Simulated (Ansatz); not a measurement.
Runs of Ansatz 0.2.0 on NaSb2Au. It takes space group P-3m1 (No. 164, trigonal). Conventional cell: a = 4.357 Å, b = 4.357 Å, c = 6.818 Å, α = 90.00°, β = 90.00°, γ = 120.00°. Na (site symmetry -3m) is surrounded by 6 Sb at 3.31 Å and 2 Au at 3.41 Å. Sb (site symmetry 3m) is surrounded by 3 Au at 2.81 Å. Au (site symmetry -3m) has 6 Sb at 2.81 Å as nearest neighbours. The cell was built by a generator and needn't be a form met in nature.

```tsv
task	level	spin	cell	cutoff (eV)	points for each segment of the path	gap on the mesh (eV)	pressure (GPa)	largest force (eV/Å)
band structure	LDA	off	as given	420	14	none	-3.9	0.39
band structure	r2SCAN	off	as given	500	14	none	-1.5	(b)
relaxation of cell and atoms	PBE	off	relaxed	420	-	none	0.0	-
band structure	r2SCAN	SOC, no magnetisation	as given	500	14	none	-1.7	(a)
```

Alike in all rows: potentials or basis Ansatz PAW; k mesh 5 × 5 × 3; smearing fermi-dirac 0.05 eV.

**Question.** Estimate the missing entries.

**Answer.** (a) 0.11; (b) 0.16.

Caveats: the PAW data sets come from PBE, with cores solved anew for the run's functional, which leaves a small shift of forces and pressure (some runs); spin-orbit coupling is left out, which moves the levels of the heavy elements (some runs); the plane-wave basis is chosen anew once the cell has moved, so the energies of steps on either side of that aren't comparable (some runs).

A k mesh can miss the band edges, and rows without SOC leave out spin-orbit coupling on Au, Sb.

A gap of «none» marks a metal or a gap under the smearing width.
